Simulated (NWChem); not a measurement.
# BP86/STO-3G run of C2H5I (SMILES CCI)

What is the vertical ionisation energy of C2H5I at BP86/STO-3G? 

The results are computed with NWChem 7.3.0.

2 further runs of the same task are left out: 2 set aside as unsound or not needed.

### 1 The structure to begin with

The species is C2H5I (8 atoms), meant as a singlet with charge 0. SMILES: `CCI`. Geometry: relaxed at PBE0-D4/def2-TZVP.

Bond lengths: C1–C2 1.507 Å, C2–I3 2.149 Å, C1–H4 1.095 Å, C1–H5 1.091 Å, C1–H6 1.091 Å, C2–H7 1.088 Å, C2–H8 1.088 Å. Some angles: C1–C2–I3 112.1°, C1–C2–H7 112.7°, C1–C2–H8 112.7°, I3–C2–H7 104.7°, I3–C2–H8 104.7°, C2–C1–H4 109.4°, C2–C1–H5 111.5°, C2–C1–H6 111.5°, H7–C2–H8 109.2°, H4–C1–H5 108.1°.

### 2 The energy at BP86/STO-3G

The input, run.nw:

```
echo
start run
title "C2H5I"
memory 2200 mb
charge 0

geometry units angstroms noautosym nocenter noautoz
C       -0.500190       0.582180      -0.299820
C        0.252650      -0.633920       0.174030
I        2.115470      -0.115950       1.112190
H       -1.438760       0.268350      -0.769010
H        0.074520       1.146430      -1.035610
H       -0.741840       1.250300       0.527990
H        0.528870      -1.300840      -0.639770
H       -0.290720      -1.196550       0.930020
end

basis spherical bse
C library STO-3G
I library STO-3G
H library STO-3G
end

dft
xc becke88 perdew86
grid fine
convergence energy 1e-08
iterations 100
mulliken
noprint "final vectors analysis"
end

task dft
```

The run is started by

```bash
$ nwchem run.nw > run.out
```

Standard output:

```text
[...]
          Wavefunction type:  closed shell.
          No. of atoms     :     8
          No. of electrons :    70
[...]
          Charge           :     0
          Spin multiplicity:     1
[...]
          AO basis - number of functions:    42
[...]
              XC Information
              --------------
                    Becke 1988 Exchange Functional  1.000
                Perdew 1981 Correlation Functional  1.000 local
                Perdew 1986 Correlation Functional  1.000 non-local
[...]
 d= 0,ls=0.0,diis     1  -6931.5343354957 -7.15D+03  4.13D-02  3.20D-01     1.6
[...]
 d= 0,ls=0.0,diis     7  -6931.5986801930 -6.00D-09  1.71D-06  1.07D-09     7.2
         Total DFT energy =    -6931.598680193012
      One electron energy =    -9976.471729101509
           Coulomb energy =     3018.675960620473
    Exchange-Corr. energy =     -189.723107628492
 Nuclear repulsion energy =      215.920195916517
[...]
      Total Density - Mulliken Population Analysis
     ---------------------------------------------
    Atom       Charge   Shell Charges
 -----------   ------   -------------------------------------------------------
    1 C    6     6.24   1.99  1.20  3.05
    2 C    6     6.22   1.99  1.25  2.98
    3 I   53    53.02   2.00  2.00  6.00  2.00  6.00  2.00  6.00  1.94  5.09 10.00 10.00
    4 H    1     0.91   0.91
    5 H    1     0.91   0.91
    6 H    1     0.91   0.91
    7 H    1     0.90   0.90
    8 H    1     0.90   0.90
[...]
```

Run time: 8.1 s. Hardware: 1 thread of Intel Xeon Platinum 8259CL at 2.50GHz (Skylake/Cascade Lake), shared host; peak memory 0.12 GiB.

### 3 The doublet cation

The input, test.nw:

```
start test
title "C2H5I energy"
memory stack 880 mb heap 220 mb global 1100 mb
charge 1
geometry units au noautosym nocenter noautoz
   C     -0.94522211     1.10016076    -0.56657769
   C      0.47743931    -1.19793518     0.32886904
   I      3.99765892    -0.21911374     2.10173450
   H     -2.71886236     0.50710801    -1.45321829
   H      0.14082239     2.16643872    -1.95701927
   H     -1.40187443     2.36272457     0.99775650
   H      0.99941946    -2.45823133    -1.20899008
   H     -0.54938118    -2.26115179     1.75748309
end
basis spherical bse
   * library STO-3G
end
dft
   xc becke88 perdew86
   mult 2
   grid fine
   convergence energy 1e-08
   iterations 100
   mulliken
   noprint "final vectors analysis"
end
task dft
```

The run is started by

```bash
$ nwchem test.nw > test.out
```

Standard output:

```text
[...]
          Wavefunction type:  spin polarized.
          No. of atoms     :     8
          No. of electrons :    69
[...]
          Charge           :     1
          Spin multiplicity:     2
[...]
          AO basis - number of functions:    42
[...]
              XC Information
              --------------
                    Becke 1988 Exchange Functional  1.000
                Perdew 1981 Correlation Functional  1.000 local
                Perdew 1986 Correlation Functional  1.000 non-local
[...]
 d= 0,ls=0.0,diis     1  -6931.0117863926 -7.15D+03  3.37D-02  1.47D-01     2.5
[...]
  Singularity in Pulay matrix. Error and Fock matrices removed.
  Singularity in Pulay matrix. Error and Fock matrices removed.
  Singularity in Pulay matrix. Error and Fock matrices removed.
  Singularity in Pulay matrix. Error and Fock matrices removed.
  Singularity in Pulay matrix. Error and Fock matrices removed.
  Singularity in Pulay matrix. Error and Fock matrices removed.
 d= 0,ls=0.5,diis    51  -6931.3061436360 -1.79D-08  4.89D-09  4.54D-09    60.0
[...]
  Singularity in Pulay matrix. Error and Fock matrices removed.
 d= 0,ls=0.5,diis    52  -6931.3061436456 -9.60D-09  2.31D-09  3.67D-09    61.2
[...]
         Total DFT energy =    -6931.306143656332
      One electron energy =    -9951.727315213033
           Coulomb energy =     2993.756574578093
    Exchange-Corr. energy =     -189.255583606889
 Nuclear repulsion energy =      215.920180585497
[...]
      Total Density - Mulliken Population Analysis
     ---------------------------------------------
    Atom       Charge   Shell Charges
 -----------   ------   -------------------------------------------------------
    1 C    6     6.24   1.99  1.21  3.05
    2 C    6     6.21   1.99  1.29  2.93
    3 I   53    52.28   2.00  2.00  6.00  2.00  6.00  2.00  5.99  1.95  4.34 10.00 10.00
    4 H    1     0.86   0.86
    5 H    1     0.88   0.88
    6 H    1     0.88   0.88
    7 H    1     0.83   0.83
    8 H    1     0.83   0.83
[...]
      <S2> =      0.7507 (Exact =     0.7500)
[...]
```

Wall time 63 s (1 thread of Intel Xeon Platinum 8259CL at 2.50GHz (Skylake/Cascade Lake), shared host); peak memory 0.12 GiB.

### 4 Results

Level: BP86/STO-3G.

| quantity | value |
| --- | --- |
| singlet C2H5I: total energy | -6931.59868 Eh |
| singlet C2H5I: dipole moment | 1.90 D |
| doublet cation: total energy | -6931.30614 Eh |
| doublet cation: ⟨S²⟩ | 0.751 |
| vertical ionisation energy (to the doublet cation) | 7.960 eV |

In words: The vertical ionisation energy comes to 7.96 eV (768 kJ/mol). In a minimal basis such a difference can be off by several eV, whatever the method. Mulliken charges (singlet C2H5I) run from -0.24 on C1 to +0.10 on H7; they depend strongly on the basis. Relativity is left out (singlet C2H5I) although the molecule holds a heavy atom. Mulliken charges (doublet cation) run from -0.24 on C1 to +0.72 on I3. Relativity is left out (doublet cation) although the molecule holds a heavy atom.
